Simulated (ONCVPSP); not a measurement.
# Pseudopotential generation for Ni: ONCV, PBE

Do these settings give a usable potential? It is generated, then checked for transferability, scattering, ghosts and hardness.

Program: ONCVPSP 4.0.1.1 (patched build). Reference atom: PBE, scalar-relativistic, spherical and spin-unpolarised. All values are calculated.

## (1) Starting point

Typed settings, in words:

```json
{
  "element": "nickel (Ni, Z = 28)",
  "type": "optimised norm-conserving Vanderbilt (ONCV)",
  "frozen core": "[Ne]",
  "valence charge": "18",
  "reference configuration": "3s2 3p6 3d8 4s1.75 4p0.25",
  "partial waves": "3s+4s: rc 1.05 bohr, ncon 4, nbas 9, qcut 14.1 1/bohr, 2 projectors; 3p+4p: rc 1.50 bohr, ncon 4, nbas 7, qcut 10.7 1/bohr, 3 projectors, debl 2.4 Ha; 3d: rc 1.20 bohr, ncon 3, nbas 7, qcut 12.7 1/bohr, 1 projector",
  "local potential": "polynomial inside 0.80 bohr (lpopt 2, dvloc0 0 Ha)",
  "core correction": "Teter function, fcfact 5.9, rcfact 1.75"
}
```

The nodes and maxima of the atom's own shells, from an earlier all-electron run, set the scale for the radii.

All-electron outer shells of the reference configuration (PBE, scalar-relativistic, ld1.x):

```json
{"shell": "2s", "level (eV)": "-982.35", "outermost node (bohr)": "0.07", "outermost maximum (bohr)": "0.21"}
{"shell": "2p", "level (eV)": "-845.20", "outermost node (bohr)": "–", "outermost maximum (bohr)": "0.16"}
{"shell": "3s", "level (eV)": "-111.60", "outermost node (bohr)": "0.30", "outermost maximum (bohr)": "0.64"}
{"shell": "3p", "level (eV)": "-71.93", "outermost node (bohr)": "0.27", "outermost maximum (bohr)": "0.65"}
{"shell": "3d", "level (eV)": "-9.40", "outermost node (bohr)": "–", "outermost maximum (bohr)": "0.63"}
{"shell": "4s", "level (eV)": "-5.99", "outermost node (bohr)": "0.92", "outermost maximum (bohr)": "2.21"}
{"shell": "4p", "level (eV)": "-1.49", "outermost node (bohr)": "1.00", "outermost maximum (bohr)": "3.14"}
```

## (2) Generating the potential

Ni.dat

```
# ATOM AND REFERENCE CONFIGURATION
# atsym  z   nc   nv     iexc    psfile
  Ni 28.00    3    5        4      upf
#
#   n    l    f
    1    0    2.00
    2    0    2.00
    2    1    6.00
    3    0    2.00
    3    1    6.00
    3    2    8.00
    4    0    1.75
    4    1    0.25
#
# PSEUDOPOTENTIAL AND OPTIMIZATION
# lmax
    2
#
#   l,   rc,      ep,       ncon, nbas, qcut
    0    1.05    0.00    4    9   14.10
    1    1.50    0.00    4    7   10.70
    2    1.20    0.00    3    7   12.70
#
# LOCAL POTENTIAL
# lloc, lpopt,  rc(5),   dvloc0
    4    2    0.80    0.00
#
# VANDERBILT-KLEINMAN-BYLANDER PROJECTORs
# l, nproj, debl
    0    2    1.80
    1    3    2.40
    2    1    2.80
#
# MODEL CORE CHARGE
# icmod, fcfact, rcfact
    3    5.90    1.75
#
# LOG DERIVATIVE ANALYSIS
# epsh1, epsh2, depsh
   -6.00    5.00    0.04
#
# OUTPUT GRID
# rlmax, drl
    6.00    0.01
#
# TEST CONFIGURATIONS
# ncnf
    4
# nvcnf
#   n    l    f
    5
    3    0    2.00
    3    1    6.00
    3    2    8.00
    4    0    2.00
    4    1    0.00
#
    5
    3    0    2.00
    3    1    6.00
    3    2    8.00
    4    0    1.00
    4    1    0.00
#
    5
    3    0    2.00
    3    1    6.00
    3    2    8.00
    4    0    0.00
    4    1    0.00
#
    5
    3    0    2.00
    3    1    6.00
    3    2    7.00
    4    0    2.00
    4    1    1.00
#
```

Started as:

```sh
$ oncvpsp.x < Ni.dat > Ni.out
```

Q: Predict the outcome of this session. Wanted: cutoffs for 1 and 0.1 mHa per electron, occupied waves; bound ghosts; GHOST(+) flags; largest test error; largest phase difference near zero energy, channels read; rms error of d²Exc/dn², without and with the model core.

The runs gave:

```
                                                quantity                                                value
  cutoffs for 1 and 0.1 mHa per electron, occupied waves                                      63 Ha and 73 Ha
                                            bound ghosts                                           none found
                                          GHOST(+) flags                                   none at low energy
                            largest test error (AE − PS)  +7.4 meV, for 3s2 3p6 3d7 4s2 4p1 (1 test unsolved)
largest phase difference near zero energy, channels read                                            0.005 rad
 rms error of d²Exc/dn², without and with the model core                                    1.15 and 2.56 mHa
```

What this shows: By total energies transferability is good where solved: the largest error is 7.4 meV on 9.4 eV, for 3s2 3p6 3d7 4s2 4p1. Of the tests 1 gave no usable energy difference, which is a warning in itself. By its cutoff, 63 Ha for the looser tolerance, it is hard. No bound ghost shows below the valence levels. Near zero energy the phases of the channels with partial waves agree within 0.005 rad.
